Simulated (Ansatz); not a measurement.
**C₂H₃AlF₂O: one species, many methods**

Aim: compute C₂H₃AlF₂O with functionals from several rungs and with coupled cluster. The yardstick is the atomisation energy at the CCSD(T) limit.

Program: Ansatz 0.2.0, Gaussian basis. Level of theory: functionals in def2-TZVPP, the program's frozen cores in correlated methods. These are calculated values, not measurements.

Plan: PBE-D4, r2SCAN-D4, PBE0-D4, B3LYP-D4, ωB97X-V, ωB97M-V, B2PLYP; CCSD(T)/def2-TZVPP; MP2/def2-QZVPP; extrapolation to the limit.

## (1) The geometry

All runs share one geometry, relaxed beforehand with PBE0-D4/def2-TZVP.

SMILES `FC1(F)O[CH]1[AlH2]`, 9 atoms, charge 0, spin multiplicity 1.

Atoms are counted from 1 here; the program's logs count them from 0.

Bond lengths: F1–C2 1.344 Å, C2–F3 1.332 Å, C2–O4 1.335 Å, C2–C5 1.450 Å, O4–C5 1.514 Å, C5–Al6 1.973 Å, C5–H7 1.090 Å, Al6–H8 1.577 Å, Al6–H9 1.583 Å. Angles: F1–C2–F3 107.6°, F1–C2–O4 116.6°, F1–C2–C5 121.2°, F3–C2–O4 117.3°, F3–C2–C5 123.1°, O4–C2–C5 65.7°, C2–O4–C5 60.8°, C2–C5–O4 53.5°, C2–C5–Al6 120.3°, C2–C5–H7 113.1°, O4–C5–Al6 115.8°, O4–C5–H7 110.3°, Al6–C5–H7 123.3°, C5–Al6–H8 119.0°, C5–Al6–H9 116.8°, H8–Al6–H9 124.2°.

## (2) PBE-D4 (GGA)

Contents of in.yaml:

```yaml
crystal:
  periodic: [false, false, false]
  atoms:
    - {symbol: F, position_ang: [1.061732, -1.648462, -0.059472]}
    - {symbol: C, position_ang: [1.089420, -0.428406, -0.623593]}
    - {symbol: F, position_ang: [2.356297, -0.156856, -0.931151]}
    - {symbol: O, position_ang: [0.165868, -0.180072, -1.555124]}
    - {symbol: C, position_ang: [0.127260, 0.591566, -0.253023]}
    - {symbol: Al, position_ang: [-1.365872, 0.155582, 0.960357]}
    - {symbol: H, position_ang: [0.500270, 1.605005, -0.401754]}
    - {symbol: H, position_ang: [-2.432515, -0.913180, 0.506038]}
    - {symbol: H, position_ang: [-1.413859, 0.928523, 2.340723]}
basis:
  gaussian: {orbitals: def2-TZVPP}
hamiltonian: {xc: pbe, dispersion: d4}
output: {forces: true, orbitals: {seedname: orbitals}}
```

Started as:

```
> ansatz run in.yaml --threads 4 --pin off --events-out ev --progress --plain --max-ram 10444MiB
```

Further steps of the session: r2SCAN-D4 (meta-GGA); PBE0-D4 (hybrid); B3LYP-D4 (hybrid); ωB97X-V (range-separated); ωB97M-V (range-separated); B2PLYP (double hybrid); CCSD(T) in def2-TZVPP; MP2 in def2-QZVPP.

**Question.** What will the summary of the whole plan be? Wanted: atomisation energy, CCSD(T)/CBS; farthest; mean size of error, hybrid; mean size of error, range-separated; gap, smallest and largest; T1 diagnostic; triples share of the correlation energy.

As calculated:

```
                               quantity                                 value
        atomisation energy, CCSD(T)/CBS                         3266.4 kJ/mol
 functionals within 16.3 kJ/mol (0.5 %)  none; nearest PBE0-D4 (+16.8 kJ/mol)
                               farthest                PBE-D4 (+134.5 kJ/mol)
             mean size of error, hybrid                           18.1 kJ/mol
    mean size of error, range-separated                           24.8 kJ/mol
              gap, smallest and largest  4.10 eV (PBE-D4), 10.75 eV (ωB97X-V)
                          T1 diagnostic                                0.0125
triples share of the correlation energy                                 3.6 %
```

**Reading.** PBE-D4 is off by +134.5 kJ/mol, about 14.9 kJ/mol a bond. Double hybrids carry the basis error of their MP2 part in triple zeta, and no dispersion term here, so their miss is partly the set-up's. Misses under about 16.3 kJ/mol are within the doubt on the reference itself, which lacks core-valence correlation, relativity and higher excitations. Hartree-Fock recovers 67 % of the binding; the rest is correlation. The gap grows from 4.1 to 10.8 eV across the functionals, mostly with the share of exact exchange.
